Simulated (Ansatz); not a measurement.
**F3GaH2S: one species, many methods**

An exercise on one series of results from a longer session: the logs are not shown, and one member is left open.

Method: functionals in def2-TZVPP, the program's frozen cores in correlated methods; program: Ansatz 0.2.0, Gaussian basis.

Plan: LDA (SPW92), PBE-D4, revPBE-D4, BLYP-D4, r2SCAN-D4, B97M-V, PBE0-D4, B3LYP-D4, r2SCANh-D4, r2SCAN0-D4, HSE06-D4, BHLYP-D4, CAM-B3LYP-D4, LC-ωPBE, ωB97X-V, ωB97M-V, B2PLYP, PBE-QIDH; CCSD(T)/def2-SVP; CCSD(T)/def2-TZVPP; MP2/def2-QZVPP; extrapolation to the limit; RPA on PBE.

### The relaxed structure

All runs share one geometry, relaxed beforehand with PBE0-D4 in a triple-zeta def2 set.

SMILES `[F][Ga-]([F])([F])[SH2+]`, 7 atoms, charge 0, spin multiplicity 1.

Atoms are counted from 1 here; the program's logs count them from 0.

Bond lengths: F1–Ga2 1.753 Å, Ga2–F3 1.744 Å, Ga2–F4 1.753 Å, Ga2–S5 2.487 Å, S5–H6 1.346 Å, S5–H7 1.346 Å. Angles: F1–Ga2–F3 117.8°, F1–Ga2–F4 116.9°, F1–Ga2–S5 97.0°, F3–Ga2–F4 117.8°, F3–Ga2–S5 103.4°, F4–Ga2–S5 97.0°, Ga2–S5–H6 91.7°, Ga2–S5–H7 91.7°, H6–S5–H7 93.1°.

Geometry (Å):

```xyz
7

F    -0.74450   -0.99338    1.55611
Ga    0.37910   -0.90959    0.21345
F     2.07953   -1.07565    0.56385
F    -0.19673   -1.48388   -1.33917
S     0.12119    1.52066   -0.24689
H    -0.95954    1.59855    0.55229
H    -0.61775    1.27510   -1.34524
```

Set-up of the first run:

Input file in.yaml:

```yaml
crystal:
  periodic: [false, false, false]
  atoms:
    - {symbol: F, position_ang: [-0.744502, -0.993379, 1.556105]}
    - {symbol: Ga, position_ang: [0.379104, -0.909594, 0.213450]}
    - {symbol: F, position_ang: [2.079529, -1.075653, 0.563846]}
    - {symbol: F, position_ang: [-0.196730, -1.483877, -1.339170]}
    - {symbol: S, position_ang: [0.121189, 1.520657, -0.246888]}
    - {symbol: H, position_ang: [-0.959543, 1.598548, 0.552295]}
    - {symbol: H, position_ang: [-0.617748, 1.275097, -1.345238]}
basis:
  gaussian: {orbitals: def2-TZVPP}
hamiltonian: {xc: lda}
output: {orbitals: {seedname: orbitals}}
```

Among the steps run: LDA; PBE-D4 (GGA); revPBE-D4 (GGA); BLYP-D4 (GGA); r2SCAN-D4 (meta-GGA); B97M-V (meta-GGA); PBE0-D4 (hybrid); B3LYP-D4 (hybrid); r2SCANh-D4 (hybrid); r2SCAN0-D4 (hybrid); HSE06-D4 (hybrid); BHLYP-D4 (hybrid); CAM-B3LYP-D4 (range-separated); LC-ωPBE-D4 (range-separated; the results give it without D4); ωB97X-V (range-separated); ωB97M-V (range-separated); B2PLYP (double hybrid); PBE-QIDH (double hybrid).

One of the session's tables, all rows but one given; the rest of the session is left out.

It belongs to the step «Orbital energies across the functionals». 

```
  functional  HOMO (eV)  gap (eV)
 LDA (SPW92)      -8.59      6.25
      PBE-D4      -8.38      6.17
   revPBE-D4      -8.31      6.15
     BLYP-D4      -8.27      6.13
   r2SCAN-D4      -8.79      6.82
      B97M-V      -8.88      6.87
     PBE0-D4      -9.96      8.74
    B3LYP-D4      -9.69      8.19
  r2SCANh-D4      -9.37      7.77
  r2SCAN0-D4          ?         ?
    HSE06-D4      -9.56      7.95
    BHLYP-D4     -11.33     11.12
CAM-B3LYP-D4     -11.34     11.26
     LC-ωPBE     -12.68     13.89
     ωB97X-V     -12.34     13.38
     ωB97M-V     -12.18     13.04
```

**Question.** Estimate the row for r2SCAN0-D4.

Worked estimate for «HOMO (eV)». Against the share of exact exchange, r2SCAN-D4 (0, -8.79), r2SCANh-D4 (0.1, -9.37) give a slope of -5.80 per unit share; at 0.25 the line stands at -10.24.

**Answer.** HOMO (eV): -10.22; gap (eV): 9.16. In «HOMO (eV)» the line misses by -0.02.
